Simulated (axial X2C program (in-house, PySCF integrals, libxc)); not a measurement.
# GaS: properties at the nuclei

Aim: properties at the nuclei of GaS, with spin–orbit coupling in the Hamiltonian from the start.

Method: two-component X2C with atomic mean-field terms, Ga dyall-cv3z, S dyall-av3z; program: an in-house X2C program for linear molecules on PySCF integrals.

All values are calculated.

### Step 1. Set-up

File task.json:

```json
{"zs": [31, 16], "q": 0, "bas": ["dyall-cv3z", "dyall-av3z"], "r0": 2.11, "levels": ["PBE0", "HF", "B3LYP", "LDA", "PBE"], "nst": 3}
```

Keys: zs atomic numbers; q charge; bas basis sets; r0 starting distance in Å; levels methods (HF also brings MP2); nst determinants followed.

The run is started by

```
python soeom.py task.json out
```

After this run come: Expectation values, lowest determinant; Expectation values, a higher determinant.

What does the calculation give? Wanted: lowest determinant; Eeff magnitude; Ws magnitude Ga; A∥/gI Ga; qzz Ga; higher determinant (for each run or level that gives them).

The runs gave:

| quantity | value |
| --- | --- |
| lowest determinant | Ω = 1/2 (excess of +ω over −ω: ω = 1/2) |
| Eeff magnitude (GV/cm), PBE0 | 2.73 |
| Ws magnitude Ga (kHz), PBE0 | 2.36 |
| A∥/gI Ga (MHz), PBE0 | 1250 |
| qzz Ga (a.u.), PBE0 | -1.66 |
| higher determinant | Ω = 3/2 (excess of +ω over −ω: ω = 3/2) |
| Eeff magnitude (GV/cm), PBE0, higher determinant | 0.00906 |
| Ws magnitude Ga (kHz), PBE0, higher determinant | 0.00283 |
| A∥/gI Ga (MHz), PBE0, higher determinant | 34.4 |
| qzz Ga (a.u.), PBE0, higher determinant | -3.54 |

In words: In the first state, the effective field runs from 2.46 to 3.46 GV/cm over the mean-field levels. The expectation values come from single determinants, which for open shells can mix terms of unlike spin or miss the lowest Ω, so a determinant need not be a state. Eeff is the effective electric field on the electron dipole moment in this Ω state and Ws the scalar–pseudoscalar constant (defined with the proton number Z and per Ω); A∥ is the parallel hyperfine constant, which follows by multiplying with the nuclear g factor gI = μI/(I μN); qzz is the electric field gradient, eQq0 = 234.96 MHz × Q/barn × qzz; μ is positive if S is the positive end. The operators were transformed with the bare-nucleus X2C matrices.
